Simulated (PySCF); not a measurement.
# O²⁺: dipole response in def2-QZVPPD

How polarisable is O²⁺ at the levels listed below?

Method: unrestricted determinants in a Gaussian basis, no spin-orbit coupling in the energies. Code: PySCF 2.14.0.

**1. Starting point**

| Item | Value |
| --- | --- |
| Element | oxygen (Z = 8) |
| Basis | def2-QZVPPD (8s5p4d2f1g, 66 functions) |
| Hamiltonian | the non-relativistic Hamiltonian (point nucleus) |
| State 1 | O²⁺: [He] 2s2 2p2, high-spin 3P determinant |
| Methods | UHF, PBE, PBE0, HSE06 |

The outer shells:

O2+ [He] 2s2 2p2
```
[He] core
2s [↑↓]
2p [↑ ][↑ ][  ]
```

One driver process ran all states and methods and kept the integrals in memory. Each run is shown as a PySCF script that sums up its settings (the driver passes frozen orbitals as a list and adds second-order terms of double hybrids); the logs are those of the runs themselves. The driver starts from symmetry-adapted Hartree-Fock orbitals, holds the occupation by maximum overlap and uses a logarithmic radial grid for functionals, so a plain start would take other cycles.

The integrals over 66 functions and the set-up took 0.19 s of CPU time.

**2. O²⁺, method by method**

Level: UHF.

Input file input.py:

```python
from pyscf import gto, scf, dft, mp, cc
import basis_set_exchange as bse
mol = gto.M(atom="O 0 0 0", charge=2, spin=2, symmetry="D2h",
            basis=gto.basis.parse(bse.get_basis("def2-QZVPPD", elements=["O"], fmt="nwchem")))
mf = scf.UHF(mol)
mf.irrep_nelec = {'Ag': (2, 2), 'B1u': (1, 0), 'B2u': (1, 0)}
mf.kernel()
```

The log of the run:

```text
damping factor = 0
level_shift factor = 0
DIIS = <class 'pyscf.scf.diis.CDIIS'>
diis_start_cycle = 1
diis_space = 10
diis_damp = 0
SCF conv_tol = 1e-09
SCF conv_tol_grad = None
number electrons alpha = 4  beta = 2
cycle= 1 E= -73.1058790326233  delta_E= -0.0039  |g|= 0.026  |ddm|= 0.0236
cycle= 2 E= -73.1060756881739  delta_E= -0.000197  |g|= 0.006  |ddm|= 0.00571
cycle= 3 E= -73.1060878205839  delta_E= -1.21e-05  |g|= 0.000199  |ddm|= 0.00184
cycle= 4 E= -73.1060878348362  delta_E= -1.43e-08  |g|= 8.96e-06  |ddm|= 7.82e-05
cycle= 5 E= -73.1060878348682  delta_E= -3.2e-11  |g|= 1.07e-06  |ddm|= 5e-06
converged SCF energy = -73.1060878348682  <S^2> = 2.004766  2S+1 = 3.0031756
```

It used 3.3 s of CPU time after the integrals (shared host).

The occupied shells:

```csv
shell,electrons,mean orbital energy (eV),spread (eV),rms radius (bohr)
1s α,1,-607.15,0,0.230
1s β,1,-604.29,0,0.230
2s α,1,-72.740,0,1.13
2s β,1,-62.341,0,1.13
2p α,2,-55.800,0,1.09
```

⟨S²⟩ = 2.005, ⟨L²⟩ = 2.01.

The driver then solved the coupled dipole response at imaginary frequencies: mean α = 1.801 bohr³ (xx, yy, zz: 1.919, 1.742, 1.742), C₆ = 2.352 au for a like pair.

Level: PBE.

input.py, as changed from the run before:

```diff
@@ -4,3 +4,3 @@
             basis=gto.basis.parse(bse.get_basis("def2-QZVPPD", elements=["O"], fmt="nwchem")))
-mf = scf.UHF(mol)
+mf = dft.UKS(mol, xc="PBE")
 mf.irrep_nelec = {'Ag': (2, 2), 'B1u': (1, 0), 'B2u': (1, 0)}
```

The log of the run:

```text
damping factor = 0
level_shift factor = 0
DIIS = <class 'pyscf.scf.diis.CDIIS'>
diis_start_cycle = 1
diis_space = 10
diis_damp = 0
SCF conv_tol = 1e-09
SCF conv_tol_grad = None
number electrons alpha = 4  beta = 2
XC functionals = PBE
    J. P. Perdew, K. Burke, and M. Ernzerhof.,  Phys. Rev. Lett. 77, 3865 (1996)
    J. P. Perdew, K. Burke, and M. Ernzerhof.,  Phys. Rev. Lett. 78, 1396 (1997)
    J. P. Perdew, K. Burke, and M. Ernzerhof.,  Phys. Rev. Lett. 77, 3865 (1996)
    J. P. Perdew, K. Burke, and M. Ernzerhof.,  Phys. Rev. Lett. 78, 1396 (1997)
cycle= 1 E= -73.2014118500964  delta_E= -0.00505  |g|= 0.0108  |ddm|= 0.069
cycle= 2 E= -73.2014307472255  delta_E= -1.89e-05  |g|= 0.00094  |ddm|= 0.00261
cycle= 3 E= -73.2014309701952  delta_E= -2.23e-07  |g|= 8.35e-05  |ddm|= 0.000291
cycle= 4 E= -73.2014309720158  delta_E= -1.82e-09  |g|= 1.98e-05  |ddm|= 3.99e-05
cycle= 5 E= -73.2014309721119  delta_E= -9.61e-11  |g|= 5.49e-07  |ddm|= 9.01e-06
converged SCF energy = -73.2014309721119  <S^2> = 2.0014231  2S+1 = 3.0009486
```

CPU time 3 s on a shared host, the integrals not counted.

The driver then solved the coupled dipole response at imaginary frequencies: mean α = 1.744 bohr³ (xx, yy, zz: 1.862, 1.685, 1.685), C₆ = 2.333 au for a like pair.

Level: PBE0.

input.py, as changed from the run before:

```diff
@@ -4,3 +4,3 @@
             basis=gto.basis.parse(bse.get_basis("def2-QZVPPD", elements=["O"], fmt="nwchem")))
-mf = dft.UKS(mol, xc="PBE")
+mf = dft.UKS(mol, xc="PBE0")
 mf.irrep_nelec = {'Ag': (2, 2), 'B1u': (1, 0), 'B2u': (1, 0)}
```

The log of the run:

```text
damping factor = 0
level_shift factor = 0
DIIS = <class 'pyscf.scf.diis.CDIIS'>
diis_start_cycle = 1
diis_space = 10
diis_damp = 0
SCF conv_tol = 1e-09
SCF conv_tol_grad = None
number electrons alpha = 4  beta = 2
XC functionals = PBE0
    C. Adamo and V. Barone.,  J. Chem. Phys. 110, 6158 (1999)
    M. Ernzerhof and G. E. Scuseria.,  J. Chem. Phys. 110, 5029 (1999)
cycle= 1 E= -73.2159936984236  delta_E= -0.00373  |g|= 0.0125  |ddm|= 0.0506
cycle= 2 E= -73.2160340446931  delta_E= -4.03e-05  |g|= 0.00164  |ddm|= 0.0041
cycle= 3 E= -73.216034883469  delta_E= -8.39e-07  |g|= 0.000119  |ddm|= 0.000664
cycle= 4 E= -73.2160348869252  delta_E= -3.46e-09  |g|= 2.23e-05  |ddm|= 5.48e-05
cycle= 5 E= -73.2160348870241  delta_E= -9.89e-11  |g|= 4.46e-07  |ddm|= 8.98e-06
converged SCF energy = -73.2160348870241  <S^2> = 2.0019376  2S+1 = 3.0012914
```

It used 5.5 s of CPU time after the integrals (shared host).

The driver then solved the coupled dipole response at imaginary frequencies: mean α = 1.743 bohr³ (xx, yy, zz: 1.863, 1.683, 1.683), C₆ = 2.318 au for a like pair.

Level: HSE06.

input.py, as changed from the run before:

```diff
@@ -4,3 +4,3 @@
             basis=gto.basis.parse(bse.get_basis("def2-QZVPPD", elements=["O"], fmt="nwchem")))
-mf = dft.UKS(mol, xc="PBE0")
+mf = dft.UKS(mol, xc="HSE06")
 mf.irrep_nelec = {'Ag': (2, 2), 'B1u': (1, 0), 'B2u': (1, 0)}
```

The log of the run:

```text
damping factor = 0
level_shift factor = 0
DIIS = <class 'pyscf.scf.diis.CDIIS'>
diis_start_cycle = 1
diis_space = 10
diis_damp = 0
SCF conv_tol = 1e-09
SCF conv_tol_grad = None
number electrons alpha = 4  beta = 2
XC functionals = HSE06
    J. Heyd, G. E. Scuseria, and M. Ernzerhof.,  J. Chem. Phys. 118, 8207 (2003)
    J. Heyd, G. E. Scuseria, and M. Ernzerhof.,  J. Chem. Phys. 124, 219906 (2006)
    A. V. Krukau, O. A. Vydrov, A. F. Izmaylov, and G. E. Scuseria.,  J. Chem. Phys. 125, 224106 (2006)
cycle= 1 E= -73.22320574752  delta_E= -0.00386  |g|= 0.0122  |ddm|= 0.0504
cycle= 2 E= -73.2232421712632  delta_E= -3.64e-05  |g|= 0.00152  |ddm|= 0.00389
cycle= 3 E= -73.2232428557199  delta_E= -6.84e-07  |g|= 0.000157  |ddm|= 0.000604
cycle= 4 E= -73.2232428614292  delta_E= -5.71e-09  |g|= 2.43e-05  |ddm|= 7.33e-05
cycle= 5 E= -73.2232428615504  delta_E= -1.21e-10  |g|= 4.22e-07  |ddm|= 9.8e-06
converged SCF energy = -73.2232428615504  <S^2> = 2.0019393  2S+1 = 3.0012926
```

It used 6.1 s of CPU time after the integrals (shared host).

The driver then solved the coupled dipole response at imaginary frequencies: mean α = 1.745 bohr³ (xx, yy, zz: 1.864, 1.685, 1.685), C₆ = 2.320 au for a like pair.

Radial density 4πr²ρ of O²⁺ at UHF:

```csv
r (bohr),density,spin density
0.00375,0.0526,0.000
0.00631,0.143,0.000
0.0106,0.377,0.000
0.0179,0.951,0.000
0.0301,2.22,0.001
0.0505,4.53,0.005
0.0850,7.44,0.021
0.143,8.52,0.098
0.241,5.59,0.396
0.405,2.78,1.154
0.681,3.80,1.933
1.14,2.91,1.324
1.93,0.498,0.220
3.24,0.00900,0.004
```

**3. The response side by side**

O²⁺, in atomic units:

```csv
method,mean α,C₆ (like pair),S(−4)
UHF,1.801,2.352,3.675
PBE,1.744,2.333,2.819
PBE0,1.743,2.318,2.900
HSE06,1.745,2.320,2.911
```

α(iu) at HSE06:

```csv
u (hartree),α(iu) (bohr³)
0,1.745
0.0500,1.738
0.100,1.717
0.200,1.641
0.300,1.535
0.500,1.304
0.750,1.053
1.00,0.8616
1.50,0.6028
2.00,0.4419
3.00,0.2630
5.00,0.1221
```

**4. Outcome**

| quantity | value |
| --- | --- |
| α of O²⁺ | 1.743 (PBE0) to 1.801 (UHF) bohr³ |

What this shows: A single London oscillator with the computed α and C₆ of O²⁺ at UHF would have ω = 4 C₆ / (3 α²) = 0.967 hartree. The basis is finite, and no extrapolation was made.
